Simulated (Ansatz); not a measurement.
Run this with Ansatz 0.2.0 through its Python package and show what comes out.

`sic.yaml`
```yaml
crystal:
  lattice:
    - [3.076, 0.0, 0.0]
    - [-1.538, 2.663894, 0.0]
    - [0.0, 0.0, 5.048]
  atoms:
    - { symbol: Si, position: [0.333333, 0.666667, 0.0] }
    - { symbol: Si, position: [0.666667, 0.333333, 0.5] }
    - { symbol: C, position: [0.333333, 0.666667, 0.385] }
    - { symbol: C, position: [0.666667, 0.333333, 0.885] }
kpoints:
  mp_grid: { kspacing: 0.4 }
hamiltonian:
  xc: pbe
scf:
  occupations: { method: fixed }
basis:
  ecutwfc: 510
output:
  forces: true
  stress: true
```

Script `run_yaml_run.py`:
```python
# -*- coding: utf-8 -*-
"""Run a YAML input for SiC from Python."""

import ansatz
import numpy as np

outcome = ansatz.Session.from_deck("sic.yaml").plan().execute()
rep = outcome.report

print(f"free energy      {rep['free_energy_ev']:.5f} eV")
print(f"per atom         {rep['free_energy_ev'] / len(outcome.lattice.sites):.5f} eV")
print(f"SCF iterations   {rep['n_iterations']}  (converged: {rep['converged']})")

# forces, one row an atom
forces = np.array(rep["forces_ev_ang"])
norms = np.linalg.norm(forces, axis=1)
print("largest force {:.4f} eV/A on atom {}".format(norms.max(), norms.argmax()))
print(np.array2string(forces, precision=4, suppress_small=True))

# pressure is a third of the trace
sigma = rep["stress_gpa"]
voigt = [sigma[0][0], sigma[1][1], sigma[2][2], sigma[1][2], sigma[0][2], sigma[0][1]]
print("stress xx yy zz yz xz xy (GPa, compression positive):", " ".join(f"{s:.3f}" for s in voigt))
print("P =", round(10 * float(np.mean(voigt[:3])), 2), "kbar")
```

```console
$ python run_yaml_run.py
DeckWarning: the atoms were moved onto the symmetric positions of the space group found under crystal.symmetry.tolerance 1.0e-5 (fractional; no operation is sought that the atoms, as they stand in a round, miss by more than twice it, and no atom is moved by as much as it), and the run uses the moved positions. Before [...]
free energy      -1774.26211 eV
per atom         -443.56553 eV
SCF iterations   6  (converged: True)
largest force 0.7453 eV/A on atom 2
[[ 0.     -0.      0.7453]
 [ 0.      0.      0.7453]
 [-0.     -0.     -0.7453]
 [ 0.      0.     -0.7453]]
stress xx yy zz yz xz xy (GPa, compression positive): 5.367 5.367 0.356 0.000 -0.000 -0.000
P = 36.97 kbar
```
(Warnings from the package without file and line, shortened, repeats left out.)

What to keep in mind:
- Total energies depend on the potentials; only differences at equal settings carry meaning.
- The starting cell is as deposited in a crystallographic database; the results hold for this polymorph, which needn't be the stable one.
- Run time: 2.5 s on 1 thread of Arm Neoverse N1, on a shared host, peak memory 0.35 GiB.

(A comment or docstring line of the script was reworded after the run, the code is as it ran; lines on the test bed's own set-up are left out of the output.)
